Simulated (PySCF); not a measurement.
# CH8GeO2Si: the cost of one run

Computed with PySCF 2.14.0, with density-fitted response routines of our own, on a single molecule in the gas phase. Atoms count from 0, in the outputs and in this text.

## 1. The molecule as given

13 atoms, charge 0, multiplicity 1; geometry from: GFN2-xTB. The atoms were then displaced at random by about 0.01 Å, so the start is not that level's minimum.

Bonds of the start (Å): C0–O1 1.37, O1–Si2 1.62, Si2–O3 1.67, O3–Ge4 1.71, C0–H5 1.12, C0–H6 1.10, C0–H7 1.07, Si2–H8 1.44, Si2–H9 1.46, Ge4–H10 1.50, Ge4–H11 1.51, Ge4–H12 1.47.

## 2. Relaxing the molecule at PBE0-D3(BJ)/def2-SVP

The job: settings as JSON, then the geometry in Å.

```
{"job": {"xc": "PBE0", "basis": "def2-SVP", "d3": "d3bj", "grid": 1, "shake": 0.01, "kind": "geom"}, "charge": 0, "multiplicity": 1}
C     -2.086860     0.647290     0.168870
O     -0.789950     0.260200    -0.012650
Si    -0.259230    -0.765850    -1.153690
O      1.374870    -0.876450    -0.829020
Ge     2.382210     0.006890     0.241020
H     -2.421920     1.337330    -0.651480
H     -2.163340     1.210170     1.110240
H     -2.767020    -0.179890     0.187040
H     -0.408450    -0.210530    -2.470470
H     -0.809610    -2.100980    -0.971000
H      2.522340     1.400840    -0.281240
H      1.803100     0.013320     1.634210
H      3.629700    -0.759230     0.156590
```

Started as:

```sh
> OMP_NUM_THREADS=1 python probes_run.py task.json out
```

One launch serves the whole session: the jobs run in the order shown.

Q: Estimate the wall time and peak memory of this first job on 1 thread of Arm Neoverse V2, shared host.

About 64 s, with a peak of 0.55 GiB.
